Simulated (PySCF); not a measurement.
# [Gd(H2O)2]3+: structure and properties

Task: relax [Gd(H2O)2]3+, compute its harmonic modes and analyse its electrons. The species was built from a template and needn't be a known compound.

Program: PySCF 2.14.0. Level of theory: BP86, Gd lcecp-1-SVP with ECP53, O def2-SVP, H def2-SVP; scalar-relativistic core potentials, no spin–orbit coupling. These are calculated values, not measurements.

2 further runs of the same task are left out: 2 for a known fault of the program.

## (1) The system as given

7 atoms, charge 3, spin multiplicity 1.

Bond lengths: Gd1–O2 2.473 Å, Gd1–O5 2.473 Å, O2–H3 0.970 Å, O2–H4 0.970 Å, O5–H6 0.970 Å, O5–H7 0.970 Å. Angles: O2–Gd1–O5 180.0°, Gd1–O2–H3 127.5°, Gd1–O2–H4 127.5°, H3–O2–H4 105.1°, Gd1–O5–H6 127.5°, Gd1–O5–H7 127.5°, H6–O5–H7 105.1°.

Geometry (Å):

```tsv
atom	x (Å)	y (Å)	z (Å)
Gd1	0.00000	0.00000	0.00000
O2	0.00000	0.00000	2.47250
H3	0.54450	0.54450	3.06250
H4	-0.54450	-0.54450	3.06250
O5	0.00000	0.00000	-2.47250
H6	0.54450	-0.54450	-3.06250
H7	-0.54450	0.54450	-3.06250
```

Formal oxidation states: Gd +3. Each metal's 7 4f electrons lie in its core potential, so multiplicities, spins and levels count the valence alone.

## (2) SCF at the start, singlet

Contents of run.py (the lines that set the calculation):

```python
mol = gto.M(atom='''
Gd     0.00000     0.00000     0.00000
O      0.00000     0.00000     2.47250
H      0.54450     0.54450     3.06250
H     -0.54450    -0.54450     3.06250
O      0.00000     0.00000    -2.47250
H      0.54450    -0.54450    -3.06250
H     -0.54450     0.54450    -3.06250''',
    basis={'Gd': 'lcecp-1-SVP', 'O': 'def2-SVP', 'H': 'def2-SVP'},
    ecp={'Gd': 'lcecp-1-SVP'},
    charge=3, spin=0)
mf = dft.RKS(mol, xc='B88,P86')
mf.grids.atom_grid = (50, 194)  # f atoms: unpruned, at least (60, 302)
mf = mf.density_fit()  # fitting sets: Gd AutoAux, O def2-universal-JKFIT, H def2-universal-JKFIT
mf.conv_tol = 1e-08; mf.max_cycle = 55
mf.kernel(dm0)  # dm0: free metal ions and neutral atoms
```

Started as:

```console
> OMP_NUM_THREADS=2 python run.py
```

Output:

```text
init E= -178.53301471197
  HOMO = -1.50169199584035  LUMO = -0.730586358508925  gap/eV = 20.98285
cycle= 1 E= -185.086306652158  delta_E= -6.55  |g|=  3.5  |ddm|= 2.99
  HOMO = -0.685256392827252  LUMO = -0.66703996852329  gap/eV = 0.49569
cycle= 2 E= -163.384948425138  delta_E= 21.7  |g|= 5.45  |ddm|= 8.72
  HOMO = -0.924319908086495  LUMO = -0.671360536552205  gap/eV = 6.88338
cycle= 3 E= -186.861198665083  delta_E= -23.5  |g|= 1.48  |ddm|= 8.79
  HOMO = -1.00503731198646  LUMO = -0.667823221937634  gap/eV = 9.17606
cycle= 4 E= -187.303307167614  delta_E= -0.442  |g|= 0.896  |ddm|= 1.63
  HOMO = -0.874955750026804  LUMO = -0.732847342596046  gap/eV = 3.86697
cycle= 5 E= -187.477465406803  delta_E= -0.174  |g|= 0.105  |ddm|= 0.665
  HOMO = -0.87204770573541  LUMO = -0.737159337821303  gap/eV = 3.67050
cycle= 6 E= -187.479406377942  delta_E= -0.00194  |g|= 0.0289  |ddm|= 0.0588
  HOMO = -0.871023288437587  LUMO = -0.73930394898964  gap/eV = 3.58427
cycle= 7 E= -187.479583560777  delta_E= -0.000177  |g|= 0.00613  |ddm|= 0.0232
  HOMO = -0.870286932800923  LUMO = -0.739187853288409  gap/eV = 3.56739
cycle= 8 E= -187.479590774048  delta_E= -7.21e-06  |g|= 0.00059  |ddm|= 0.00468
  HOMO = -0.870340603537892  LUMO = -0.739160047380837  gap/eV = 3.56960
cycle= 9 E= -187.479590857281  delta_E= -8.32e-08  |g|= 8.28e-05  |ddm|= 0.000662
  HOMO = -0.870336954085281  LUMO = -0.739171201698779  gap/eV = 3.56920
cycle= 10 E= -187.479590859585  delta_E= -2.3e-09  |g|= 3.12e-06  |ddm|= 0.000108
  HOMO = -0.870335974097449  LUMO = -0.739171766284333  gap/eV = 3.56916
Extra cycle  E= -187.479590859573  delta_E= 1.13e-11  |g|= 7.54e-06  |ddm|= 9.48e-06
converged SCF energy = -187.479590859573
```

Wall time 3 s (2 threads of Intel Xeon 6975P-C (Granite Rapids), shared host); peak memory 0.49 GiB.

Read off: E = -187.479591 Eh, HOMO -23.68 eV, LUMO -20.11 eV, Mulliken charge on Gd1 +2.25 e. 

## (3) Relaxation, singlet

Steps are kept in the start's point group, D2d.

run.py (the lines that set the calculation), as its differences from that of step 2:

```diff
@@ -15,2 +15,3 @@
 mf.conv_tol = 1e-08; mf.max_cycle = 55
-mf.kernel(dm0)  # dm0: free metal ions and neutral atoms
+mf.kernel(dm0)  # dm0: an SCF of this state at this start
+# quasi-Newton relaxation in Cartesian coordinates to a largest gradient under 0.00045 Eh/bohr, steps kept in the point group
```

Started as:

```console
> OMP_NUM_THREADS=2 python run.py
```

The driver keeps no SCF log for this step, only its results.

Run time: 14 s. Hardware: 2 threads of Intel Xeon 6975P-C (Granite Rapids), shared host.

Relaxation path:

```tsv
step	energy from step 1 (eV)	largest force component (eV/Å)
1	0.0000	3.0854
2	-0.2288	1.0073
3	-0.3410	0.3403
4	-0.3724	0.4641
5	-0.3783	0.1563
6	-0.3789	0.0049
```

Distances of close pairs at the start and the end, largest changes first:

```tsv
bond	before (Å)	after (Å)	change (Å)
Gd1–O2	2.473	2.285	-0.188
Gd1–O5	2.473	2.285	-0.188
O2–H3	0.970	1.006	+0.036
O2–H4	0.970	1.006	+0.036
O5–H6	0.970	1.006	+0.036
O5–H7	0.970	1.006	+0.036
```

It ends in D2d at E = -187.493515 Eh.

```tsv
atom	x (Å)	y (Å)	z (Å)
Gd1	0.00000	0.00000	0.00000
O2	0.00000	0.00000	2.28475
H3	0.55185	0.55185	2.91901
H4	-0.55185	-0.55185	2.91901
O5	0.00000	0.00000	-2.28475
H6	0.55185	-0.55185	-2.91901
H7	-0.55185	0.55185	-2.91901
```

## (4) Frequencies and infrared intensities

Contents of run.py (the lines that set the calculation):

```python
mol = gto.M(atom='''
Gd     0.00000     0.00000     0.00000
O      0.00000     0.00000     2.28475
H      0.55185     0.55185     2.91901
H     -0.55185    -0.55185     2.91901
O      0.00000     0.00000    -2.28475
H      0.55185    -0.55185    -2.91901
H     -0.55185     0.55185    -2.91901''',
    basis={'Gd': 'lcecp-1-SVP', 'O': 'def2-SVP', 'H': 'def2-SVP'},
    ecp={'Gd': 'lcecp-1-SVP'},
    charge=3, spin=0)
mf = dft.RKS(mol, xc='B88,P86')
mf.grids.atom_grid = (50, 194)  # f atoms: unpruned, at least (60, 302)
mf = mf.density_fit()  # fitting sets: Gd AutoAux, O def2-universal-JKFIT, H def2-universal-JKFIT
mf.conv_tol = 1e-10; mf.max_cycle = 55
mf.kernel(dm0)  # dm0: the density of the relaxed state
# Hessian and dipole derivatives by central differences of gradients, 0.02 bohr
```

Started as:

```console
> OMP_NUM_THREADS=2 python run.py
```

No log is kept here; the results follow.

Wall time 28 s (2 threads of Intel Xeon 6975P-C (Granite Rapids), shared host).

Point group D2d; negative numbers are unstable modes, and those under 60 cm⁻¹ are near the numerical noise:

```tsv
cm⁻¹	km/mol	symmetry
-65	9.3	e
-65	9.3	e
172	0.0	b1
409	0.0	a1
410	50.0	b2
626	55.1	e
626	55.1	e
711	412.7	e
711	412.7	e
1620	303.8	b2
1624	0.0	a1
3350	1485.5	b2
3368	0.0	a1
3378	449.6	e
3378	449.6	e
```

## (5) Displaced along the imaginary mode

No symmetry is imposed.

Contents of run.py (the lines that set the calculation):

```python
mol = gto.M(atom='''
Gd     0.04261    -0.00311     0.00000
O     -0.17961     0.01284     2.28475
H      0.30727     0.58009     2.96241
H     -0.79643    -0.52360     2.87560
O     -0.17965     0.01336    -2.28475
H      0.30880    -0.54453    -2.96924
H     -0.79490     0.55917    -2.86877''',
    basis={'Gd': 'lcecp-1-SVP', 'O': 'def2-SVP', 'H': 'def2-SVP'},
    ecp={'Gd': 'lcecp-1-SVP'},
    charge=3, spin=0)
mf = dft.RKS(mol, xc='B88,P86')
mf.grids.atom_grid = (50, 194)  # f atoms: unpruned, at least (60, 302)
mf = mf.density_fit()  # fitting sets: Gd AutoAux, O def2-universal-JKFIT, H def2-universal-JKFIT
mf.conv_tol = 1e-08; mf.max_cycle = 55
mf.kernel(dm0)  # dm0: an SCF of this state at this start
# quasi-Newton relaxation in Cartesian coordinates to a largest gradient under 0.00045 Eh/bohr, steps kept in the point group
```

Started as:

```console
> OMP_NUM_THREADS=2 python run.py
```

No log is kept here; the results follow.

Wall time 59 s (2 threads of Intel Xeon 6975P-C (Granite Rapids), shared host).

Along the way:

```tsv
step	energy from step 1 (eV)	largest force component (eV/Å)
1	0.0000	0.1067
2	-0.0027	0.0677
3	-0.0056	0.1653
4	-0.0098	0.1500
5	-0.0151	0.1879
6	-0.0231	0.2319
7	-0.0349	0.2836
8	-0.0526	0.4187
9	-0.0756	0.6728
10	-0.0817	0.4741
11	-0.0905	0.4568
12	-0.1116	0.6363
13	-0.1274	0.5668
14	-0.1570	0.2085
15	-0.1787	0.2386
16	-0.1957	0.3139
17	-0.2004	0.2496
18	-0.2043	0.1856
19	-0.2054	0.0920
20	-0.2056	0.1382
21	-0.2059	0.0300
22	-0.2060	0.0088
23	-0.2061	0.0146
```

Distances of close pairs at the start and the end, largest changes first:

```tsv
bond	before (Å)	after (Å)	change (Å)
Gd1–O2	2.296	2.245	-0.051
Gd1–O5	2.296	2.245	-0.051
O5–H7	1.009	1.006	-0.003
O2–H4	1.009	1.006	-0.002
O5–H6	1.009	1.007	-0.002
O2–H3	1.009	1.007	-0.002
```

It ends in C1 at E = -187.501438 Eh.

```
Gd    1.0927   -0.0754    0.0030
O    -0.1714    0.0629    1.8526
H     0.0867    0.4384    2.7506
H    -1.1122   -0.2566    2.0119
O    -0.1677   -0.0374   -1.8541
H     0.0791   -0.3568   -2.7767
H    -1.0991    0.3192   -1.9874
```

## (6) The relaxed geometry turned into its symmetry frame

Contents of run.py (the lines that set the calculation):

```python
mol = gto.M(atom='''
Gd     0.24155    -0.01686     0.00069
O     -1.02258     0.12145     1.85029
H     -0.76446     0.49691     2.74825
H     -1.96343    -0.19802     2.00956
O     -1.01888     0.02119    -1.85640
H     -0.77206    -0.29827    -2.77899
H     -1.95030     0.37772    -1.98970''',
    basis={'Gd': 'lcecp-1-SVP', 'O': 'def2-SVP', 'H': 'def2-SVP'},
    ecp={'Gd': 'lcecp-1-SVP'},
    charge=3, spin=0)
mf = dft.RKS(mol, xc='B88,P86')
mf.grids.atom_grid = (50, 194)  # f atoms: unpruned, at least (60, 302)
mf = mf.density_fit()  # fitting sets: Gd AutoAux, O def2-universal-JKFIT, H def2-universal-JKFIT
mf.conv_tol = 1e-08; mf.max_cycle = 55
mf.kernel(dm0)  # dm0: free metal ions and neutral atoms
```

Started as:

```console
> OMP_NUM_THREADS=2 python run.py
```

Output:

```text
init E= -178.476697386687
  HOMO = -1.55106637863491  LUMO = -0.777273903386502  gap/eV = 21.05597
cycle= 1 E= -184.982945163727  delta_E= -6.51  |g|= 3.57  |ddm|=    3
  HOMO = -0.683471760390775  LUMO = -0.682061970257302  gap/eV = 0.03836
cycle= 2 E= -164.909658482367  delta_E= 20.1  |g|= 6.46  |ddm|= 7.79
  HOMO = -1.03544062603142  LUMO = -0.660021953094058  gap/eV = 10.21566
cycle= 3 E= -187.103969592305  delta_E= -22.2  |g|=  1.1  |ddm|= 7.58
  HOMO = -0.944545006994089  LUMO = -0.754412111205698  gap/eV = 5.17378
cycle= 4 E= -187.476910407571  delta_E= -0.373  |g|= 0.339  |ddm|= 2.03
  HOMO = -0.908365144457895  LUMO = -0.719106543489665  gap/eV = 5.14999
cycle= 5 E= -187.500717720963  delta_E= -0.0238  |g|= 0.0544  |ddm|= 0.343
  HOMO = -0.906968347214919  LUMO = -0.715908036044796  gap/eV = 5.19902
cycle= 6 E= -187.501162364747  delta_E= -0.000445  |g|= 0.0365  |ddm|= 0.0734
  HOMO = -0.908812198005644  LUMO = -0.717455219446636  gap/eV = 5.20709
cycle= 7 E= -187.501380107042  delta_E= -0.000218  |g|= 0.0169  |ddm|= 0.0332
  HOMO = -0.909632046922635  LUMO = -0.718272733057497  gap/eV = 5.20715
cycle= 8 E= -187.501437167833  delta_E= -5.71e-05  |g|= 0.00156  |ddm|= 0.0124
  HOMO = -0.909617109746738  LUMO = -0.718274227541459  gap/eV = 5.20671
cycle= 9 E= -187.501437617349  delta_E= -4.5e-07  |g|= 0.000356  |ddm|= 0.00119
  HOMO = -0.909581758968755  LUMO = -0.718259568320373  gap/eV = 5.20614
cycle= 10 E= -187.501437640084  delta_E= -2.27e-08  |g|= 4.53e-05  |ddm|= 0.000204
  HOMO = -0.909577624879377  LUMO = -0.718259668404947  gap/eV = 5.20603
cycle= 11 E= -187.501437640533  delta_E= -4.48e-10  |g|= 5.1e-06  |ddm|= 3.89e-05
  HOMO = -0.909577877662078  LUMO = -0.718261071311766  gap/eV = 5.20600
Extra cycle  E= -187.501437640535  delta_E= -2.61e-12  |g|= 3.6e-06  |ddm|= 1.01e-05
converged SCF energy = -187.501437640535
```

Wall time 1.8 s (2 threads of Intel Xeon 6975P-C (Granite Rapids), shared host).

Read off: E = -187.501438 Eh, HOMO -24.75 eV, LUMO -19.54 eV, Mulliken charge on Gd1 +2.14 e. 

## (7) Frequencies and infrared intensities

run.py (the lines that set the calculation), as its differences from that of step 6:

```diff
@@ -14,3 +14,4 @@
 mf = mf.density_fit()  # fitting sets: Gd AutoAux, O def2-universal-JKFIT, H def2-universal-JKFIT
-mf.conv_tol = 1e-08; mf.max_cycle = 55
-mf.kernel(dm0)  # dm0: free metal ions and neutral atoms
+mf.conv_tol = 1e-10; mf.max_cycle = 55
+mf.kernel(dm0)  # dm0: the density of the relaxed state
+# Hessian and dipole derivatives by central differences of gradients, 0.02 bohr
```

Started as:

```console
> OMP_NUM_THREADS=2 python run.py
```

No log is kept here; the results follow.

Wall time 97 s (2 threads of Intel Xeon 6975P-C (Granite Rapids), shared host).

Point group C1; negative numbers are unstable modes, and those under 60 cm⁻¹ are near the numerical noise:

```tsv
cm⁻¹	km/mol
32	2.7
57	3.1
127	1.3
426	3.5
430	23.1
626	62.2
645	57.0
680	139.2
689	690.0
1610	195.2
1614	80.1
3334	1204.5
3353	70.8
3366	281.5
3370	781.6
```

## (8) Charges, bond orders and levels

Contents of run.py (the lines that set the calculation):

```python
mol = gto.M(atom='''
Gd     1.09272    -0.07542     0.00302
O     -0.17140     0.06289     1.85262
H      0.08672     0.43835     2.75058
H     -1.11225    -0.25658     2.01189
O     -0.16770    -0.03736    -1.85408
H      0.07912    -0.35682    -2.77666
H     -1.09912     0.31917    -1.98737''',
    basis={'Gd': 'lcecp-1-SVP', 'O': 'def2-SVP', 'H': 'def2-SVP'},
    ecp={'Gd': 'lcecp-1-SVP'},
    charge=3, spin=0)
mf = dft.RKS(mol, xc='B88,P86')
mf.grids.atom_grid = (75, 302)  # f atoms: unpruned, at least (60, 302)
mf = mf.density_fit()  # fitting sets: Gd AutoAux, O def2-universal-JKFIT, H def2-universal-JKFIT
mf.conv_tol = 1e-09; mf.max_cycle = 55
mf.kernel(dm0)  # dm0: the density of the relaxed state
```

Started as:

```console
> OMP_NUM_THREADS=2 python run.py
```

Output:

```text
init E= -187.501468015991
  HOMO = -0.909612283407011  LUMO = -0.718253547433411  gap/eV = 5.20714
cycle= 1 E= -187.50146809567  delta_E= -7.97e-08  |g|= 0.000366  |ddm|= 0.000354
  HOMO = -0.909501964409021  LUMO = -0.718269983614831  gap/eV = 5.20369
cycle= 2 E= -187.501467888342  delta_E= 2.07e-07  |g|= 0.000821  |ddm|= 0.000785
  HOMO = -0.909578128710965  LUMO = -0.718257700011899  gap/eV = 5.20609
cycle= 3 E= -187.501468024177  delta_E= -1.36e-07  |g|= 3.88e-06  |ddm|= 0.000546
  HOMO = -0.909578033044351  LUMO = -0.718258128264271  gap/eV = 5.20608
cycle= 4 E= -187.501468024181  delta_E= -3.35e-12  |g|= 3e-07  |ddm|= 4.73e-06
  HOMO = -0.909578127815749  LUMO = -0.718258096130228  gap/eV = 5.20608
Extra cycle  E= -187.50146802418  delta_E= 7.96e-13  |g|= 6.39e-07  |ddm|= 7.42e-07
converged SCF energy = -187.50146802418
```

Run time: 8.9 s. Hardware: 2 threads of Intel Xeon 6975P-C (Granite Rapids), shared host.

Result: E = -187.501468 Eh, HOMO -24.75 eV, LUMO -19.54 eV, Mulliken charge on Gd1 +2.14 e, largest force component 0.015 eV/Å. 

Löwdin charges:

```tsv
atom	value (e)
Gd1	1.96
O2	0.05
H3	0.24
H4	0.23
O5	0.05
H6	0.24
H7	0.23
```

Mulliken charges: Gd1 +2.14, O2 -0.28, H3 +0.36, H4 +0.35, O5 -0.28, H6 +0.36, H7 +0.35 e.

Contacts (the nearest donor of each ligand) and Mayer bond orders:

```tsv
contact	distance (Å)	bond order
Gd1–O2 (H2O)	2.245	0.73
Gd1–O5 (H2O)	2.245	0.73
```

Mulliken populations of Gd1 outside the core potential: s 2.10, p 6.10, d 0.62, f 0.03.

Orbitals, density, ELF and potential are computed afterwards from the orbital file.

Frontier orbitals at BP86, with the share of their density that lies nearest to each atom:

```tsv
orbital	energy (eV)	lies on
HOMO-1	-24.90	O2, O5 about 41 % each
HOMO	-24.75	O2, O5 about 42 % each
LUMO	-19.54	Gd1 87 %
```

ELF in a plane through or near 5 of the atoms.

Values, 10 rows by 14 columns:
```
0.00 0.00 0.00 0.00 0.00 0.00 0.00 0.00 0.00 0.00 0.00 0.00 0.00 0.00
0.00 0.00 0.00 0.00 0.00 0.00 0.02 0.04 0.01 0.00 0.00 0.00 0.00 0.00
0.00 0.00 0.00 0.00 0.00 0.03 0.67 0.77 0.30 0.01 0.00 0.00 0.00 0.00
0.00 0.00 0.00 0.10 0.11 0.07 0.84 0.08 0.55 0.10 0.08 0.04 0.00 0.00
0.00 0.00 0.41 0.88 0.74 0.71 0.64 0.86 0.24 0.77 0.83 0.80 0.01 0.00
0.00 0.00 0.28 0.68 0.64 0.69 0.16 0.03 0.69 0.44 0.74 0.58 0.00 0.00
0.00 0.00 0.00 0.08 0.89 0.75 0.05 0.00 0.24 0.86 0.49 0.01 0.00 0.00
0.00 0.00 0.00 0.02 0.56 0.32 0.00 0.00 0.01 0.41 0.21 0.00 0.00 0.00
0.00 0.00 0.00 0.00 0.00 0.00 0.00 0.00 0.00 0.00 0.00 0.00 0.00 0.00
0.00 0.00 0.00 0.00 0.00 0.00 0.00 0.00 0.00 0.00 0.00 0.00 0.00 0.00
```
The map spans 10.8 Å across and 7.8 Å up, centred on the molecule. Atoms in the plane (x, y in Å): Gd1 (0.0, 1.3), O2 (1.9, 0.0), H3 (2.8, 0.3), O5 (-1.9, 0.0), H6 (-2.8, 0.3).

log10 of the density (e/Å³) in the same plane.

Ten even steps from ' ' (-4.0) to '@' (0.9):
```
                                                        
                      ....::::....                      
                  ..::----====----::..                  
                ..::--==++++++++==--::..                
              ..::--==++########++==--::..              
          ..::::--==++##%%%%%%%%**++==--::::..          
        ..----==++++**##%%####%%##**++++==----..        
      ..--==++**########%%%%%%%%########**++==--        
      ..--++**##%%%%%%##%%%%%%%%##%%%%%%##**++--..      
      ..==**##%%@@@@@@############@@@@@@%%##**==..      
      ..--++**%%@@@@@@##**++++**##@@@@@@%%**++--..      
        ::==++##%%%%%%**++====++**%%%%%%##++==::        
        ..--==**######++==----==++######**==--..        
          ::--++****++==--::::--==++****++--::          
          ..::--======--..    ..::======--::..          
              ..::::..            ..::....              
                                                        
                                                        
                                                        
                                                        
```
The map spans 10.8 Å across and 7.8 Å up, centred on the molecule. Atoms in the plane (x, y in Å): Gd1 (0.0, 1.3), O2 (1.9, 0.0), H3 (2.8, 0.3), O5 (-1.9, 0.0), H6 (-2.8, 0.3).

On the surface of density 0.002 e/bohr³ the electrostatic potential runs, from the 1st to the 99th percentile, from 13.47 to 23.27 V.

## (9) Summary of results

| quantity | value |
| --- | --- |
| state and point group | singlet in the valence, C1 |
| first geometry: modes | -65 to 3378 cm⁻¹, 2 unstable |
| first geometry: strongest infrared band (modes within 1.5 cm⁻¹ summed) | 3350 cm⁻¹ (1486 km/mol) |
| modes | 32 to 3370 cm⁻¹, none unstable |
| strongest infrared band (modes within 1.5 cm⁻¹ summed) | 3334 cm⁻¹ (1205 km/mol) |
| zero-point energy | 1.262 eV |
| ideal gas, 298 K, 1 bar | S = 367.8, Cp = 85.3 J/(mol K) |
| metal–ligand contacts | 2.24 Å |
| frontier levels | HOMO -24.75 eV, LUMO -19.54 eV |
| dipole about the centre of mass | 3.40 D |
| mean polarisability | 3.8 Å³ |

**Reading.** At the first geometry 2 modes are unstable, so this structure is a saddle point; the molecule was then pushed along the lowest one and relaxed again. All modes are real within the noise of the softest ones, so the structure is a minimum. The metal carries +1.96 e by Löwdin's partition against a formal +3, and bond orders to the nearest donors reach 0.73. Both measures hang on the basis. Leaving the first, D2d structure gained 0.22 eV and gave C1. One start shape was tried, so another isomer may lie lower. These are double-zeta-type bases without diffuse functions. Spin–orbit coupling is left out.
